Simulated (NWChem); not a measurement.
# CH4ClFGeSi (SMILES F[CH]1[SiH2][GeH]1[Cl]): levels of theory compared

Aim: a comparison of 4 runs (HF/STO-3G, HF/3-21G, B3LYP/6-31G*) of CH4ClFGeSi. 

The results are computed with NWChem 7.3.0.

### Step 1. The system as given

CH4ClFGeSi: 9 atoms, total charge 0, spin state singlet. As SMILES, `F[CH]1[SiH2][GeH]1[Cl]`. The shape is that of a PBE0-D4/def2-TZVP optimisation.

Bond lengths: F1–C2 1.369 Å, C2–Si3 1.905 Å, C2–Ge4 1.996 Å, Si3–Ge4 2.327 Å, Ge4–Cl5 2.151 Å, C2–H6 1.096 Å, Si3–H7 1.483 Å, Si3–H8 1.483 Å, Ge4–H9 1.530 Å. Some angles: F1–C2–Si3 124.2°, F1–C2–Ge4 126.9°, Si3–C2–Ge4 73.2°, C2–Si3–Ge4 55.2°, C2–Ge4–Si3 51.6°, C2–Ge4–Cl5 113.2°, Si3–Ge4–Cl5 126.5°, F1–C2–H6 110.7°, Si3–C2–H6 110.6°, Ge4–C2–H6 105.9°.

### Step 2. Energy and forces at HF/STO-3G (run 1)

test.nw reads:

```
start test
title "CH4ClFGeSi"
memory total 2200 mb

geometry noautosym nocenter noautoz
  F    -0.009800   -0.079500    2.222000
  C     0.161100    0.346000    0.932400
  Si    1.112600   -0.627400   -0.399900
  Ge   -1.096200    0.077200   -0.595000
  Cl   -1.777100    1.921000   -1.467800
  H     0.440600    1.405600    0.908200
  H     1.148100   -2.089900   -0.159500
  H     2.375600   -0.096300   -0.968200
  H    -2.266400   -0.903100   -0.489300
end

basis spherical bse
  * library STO-3G
end

scf
  thresh 1e-08
  maxiter 80
end

task scf gradient
```

Run with:

```sh
nwchem test.nw > test.out
```

Output:

```text
[...]
  functions       =    50
[...]
  wavefunction    = RHF
[...]
         Total SCF energy =  -2929.717730154111
      One-electron energy =  -5169.248068963385
      Two-electron energy =   1704.606616112005
 Nuclear repulsion energy =    534.923722697270
        Time for solution =      5.6s
[...]
                         RHF ENERGY GRADIENTS
    atom               coordinates                        gradient
                 x          y          z           x          y          z
   1 F      -0.018519  -0.150233   4.198971    0.002508   0.004379  -0.010099
   2 C       0.304435   0.653845   1.761981    0.008988  -0.003472   0.030065
   3 Si      2.102509  -1.185614  -0.755701    0.013292   0.008157   0.004266
   4 Ge     -2.071518   0.145887  -1.124387   -0.015801   0.034814  -0.017771
   5 Cl     -3.358232   3.630164  -2.773740   -0.001174   0.001593  -0.000221
   6 H       0.832613   2.656199   1.716249   -0.004377   0.002108  -0.003259
   7 H       2.169594  -3.949338  -0.301411   -0.002694  -0.030737   0.004767
   8 H       4.489233  -0.181981  -1.829633    0.028021   0.009169  -0.010341
   9 H      -4.282875  -1.706612  -0.924643   -0.028762  -0.026011   0.002591
[...]
```

Run time: 9.9 s. Hardware: 1 thread of Intel Xeon Platinum 8488C (Sapphire Rapids), shared host; peak memory 0.1 GiB.

### Step 3. Energy and gradient at HF/3-21G (run 2)

work.xyz reads:

```xyz
9
CH4ClFGeSi
F     -0.009800    -0.079500     2.222000
C      0.161100     0.346000     0.932400
Si     1.112600    -0.627400    -0.399900
Ge    -1.096200     0.077200    -0.595000
Cl    -1.777100     1.921000    -1.467800
H      0.440600     1.405600     0.908200
H      1.148100    -2.089900    -0.159500
H      2.375600    -0.096300    -0.968200
H     -2.266400    -0.903100    -0.489300
```

run.py reads:

```python
from ase.io import read
from ase.calculators.nwchem import NWChem

system = read('work.xyz')

calc = NWChem(
    label='work',
    theory='scf',
    memory='2200 mb',
    basis='3-21G',
    basispar='spherical bse',
    scf={'nopen': '0', 'rhf': None, 'thresh': '1e-08', 'maxiter': '80', 'print': 'low'},
)
system.calc = calc

forces = system.get_forces()
print(f"energy = {system.get_potential_energy():.6f} eV")
print("forces (eV/A):")
for s, f in zip(system.symbols, forces):
    print(f"{s:2s} {f[0]:10.5f} {f[1]:10.5f} {f[2]:10.5f}")
```

Run with:

```sh
export ASE_NWCHEM_COMMAND="nwchem PREFIX.nwi > PREFIX.nwo"
python run.py
```

Output:

```text
energy = -80243.078687 eV
forces (eV/A):
F    -0.22039   -0.68618    1.01091
C    -0.21397    1.57089   -1.10815
Si    0.97908   -0.57824   -0.35810
Ge   -0.09904   -1.36855    1.02854
Cl   -0.43220    1.23896   -0.65193
H     0.02324   -0.38911    0.09590
H    -0.02972    0.04901    0.02772
H    -0.14167    0.01039    0.01928
H     0.13462    0.15277   -0.06423
```

The calculator wrote work.nwi:

```
title "work"

permanent_dir work

scratch_dir work

start work

geometry units angstrom nocenter noautosym noautoz
  F  -9.7999999999999997e-03 -7.9500000000000001e-02 2.2220000000000000e+00
  C  1.6109999999999999e-01 3.4599999999999997e-01 9.3240000000000001e-01
  Si 1.1126000000000000e+00 -6.2739999999999996e-01 -3.9989999999999998e-01
  Ge -1.0962000000000001e+00 7.7200000000000005e-02 -5.9499999999999997e-01
  Cl -1.7770999999999999e+00 1.9210000000000000e+00 -1.4678000000000000e+00
  H  4.4059999999999999e-01 1.4056000000000000e+00 9.0820000000000001e-01
  H  1.1480999999999999e+00 -2.0899000000000001e+00 -1.5950000000000000e-01
  H  2.3755999999999999e+00 -9.6299999999999997e-02 -9.6819999999999995e-01
  H  -2.2664000000000000e+00 -9.0310000000000001e-01 -4.8930000000000001e-01
end

memory 2200 mb

basis spherical bse noprint
   * library 3-21G
end

scf
  nopen 0
  rhf
  thresh 1e-08
  maxiter 80
  print low
end

task scf gradient
```

work.nwo:

```text
Northwest Computational Chemistry Package (NWChem) 7.3.0
             --------------------------------------------------------

           Job information
           ---------------

    nwchem branch   = 7.3.0
    use scalapack   = T
    input           = work.nwi
    prefix          = work.
    data base       = work/work.db
    status          = startup
    nproc           =        1

           Memory information
           ------------------

[... 5 lines left out ...]
    hardfail = no
[... 119 lines left out ...]
       Final RHF  results
[... 3 lines left out ...]
      One-electron energy =  -5173.848616985644
[... 1 line left out ...]
 Nuclear repulsion energy =    534.923722697269
[... 3 lines left out ...]
                              NWChem Gradients Module
                              -----------------------

                         RHF ENERGY GRADIENTS

    atom               coordinates                        gradient
                 x          y          z           x          y          z
   1 F      -0.018519  -0.150233   4.198971    0.004286   0.013344  -0.019659
   2 C       0.304435   0.653845   1.761981    0.004161  -0.030549   0.021550
   3 Si      2.102509  -1.185614  -0.755701   -0.019040   0.011245   0.006964
[... 5 lines of this table left out ...]
   9 H      -4.282875  -1.706612  -0.924643   -0.002618  -0.002971   0.001249

 Task  times  cpu:       11.5s     wall:       11.5s
 Total times  cpu:       11.5s     wall:       11.5s
```

Wall time 13 s (1 thread of Intel Xeon Platinum 8488C (Sapphire Rapids), shared host); peak memory 0.1 GiB.

Run 3 isn't shown in full; the table further down has it.

### Step 4. Energy and forces at B3LYP/6-31G(d) (Cartesian functions) (run 4)

mymol.nw reads:

```
start mymol
memory 2200 mb
charge 0

geometry units angstroms noautosym nocenter noautoz
  F     -0.009800    -0.079500     2.222000
  C      0.161100     0.346000     0.932400
  Si     1.112600    -0.627400    -0.399900
  Ge    -1.096200     0.077200    -0.595000
  Cl    -1.777100     1.921000    -1.467800
  H      0.440600     1.405600     0.908200
  H      1.148100    -2.089900    -0.159500
  H      2.375600    -0.096300    -0.968200
  H     -2.266400    -0.903100    -0.489300
end

basis
  * library 6-31G*
end

dft
  xc b3lyp
  grid fine
  convergence energy 1e-08
  iterations 100
  mulliken
end

task dft gradient
```

Run with:

```sh
nwchem mymol.nw > mymol.out
```

Output:

```text
[...]
          Wavefunction type:  closed shell.
          No. of atoms     :     9
          No. of electrons :    82
[...]
          Charge           :     0
          Spin multiplicity:     1
[...]
          AO basis - number of functions:   111
[...]
              XC Information
              --------------
                         B3LYP Method XC Potential
                     Hartree-Fock (Exact) Exchange  0.200
                        Slater Exchange Functional  0.800 local
                    Becke 1988 Exchange Functional  0.720 non-local
              Lee-Yang-Parr Correlation Functional  0.810
                  VWN I RPA Correlation Functional  0.190 local
[...]
 d= 0,ls=0.0,diis     1  -2966.6971155099 -3.50D+03  1.42D-02  1.55D+00     5.2
[...]
 d= 0,ls=0.0,diis    10  -2966.7826975621 -4.41D-09  7.00D-07  6.97D-09    39.4
         Total DFT energy =    -2966.782697562127
      One electron energy =    -5190.277025903060
           Coulomb energy =     1834.220208426620
    Exchange-Corr. energy =     -145.649602782956
 Nuclear repulsion energy =      534.923722697270
[...]
  wavefunction    = closed shell
[...]
```

Wall time 69 s (1 thread of Intel Xeon Platinum 8488C (Sapphire Rapids), shared host); peak memory 0.14 GiB.

### Step 5. The series

```tsv
run	level	iteration cap	module	energy (Eh)	dipole moment (D)	largest force (eV/Å)	wall time
1	HF/STO-3G	80	scf	-2929.717730	3.31	2.168	9.9 s
2	HF/3-21G	80	scf	-2948.878775	–	1.934	13 s
3	B3LYP/6-31G* (spherical functions)	100	dft	-2966.770815	1.88	0.658	67 s
4	B3LYP/6-31G* (Cartesian functions)	100	dft	-2966.782698	1.87	0.656	69 s
```

### Step 6. What came out

```
                       quantity           value
            run 4: total energy  -2966.78270 Eh
           run 4: dipole moment          1.87 D
             run 4: HOMO energy        -6.72 eV
             run 4: LUMO energy        -1.40 eV
           run 4: HOMO–LUMO gap         5.32 eV
run 4: largest force on an atom      0.656 eV/Å
```

**Reading.** Over runs 1, 3, 4 the dipole moment (its size) runs from 1.87 D (B3LYP/6-31G*) to 3.31 D (HF/STO-3G). The two ends differ in method and basis. In run 1 the basis is minimal, so the values are rough. All runs together took 2.7 min, the longest 69 s.
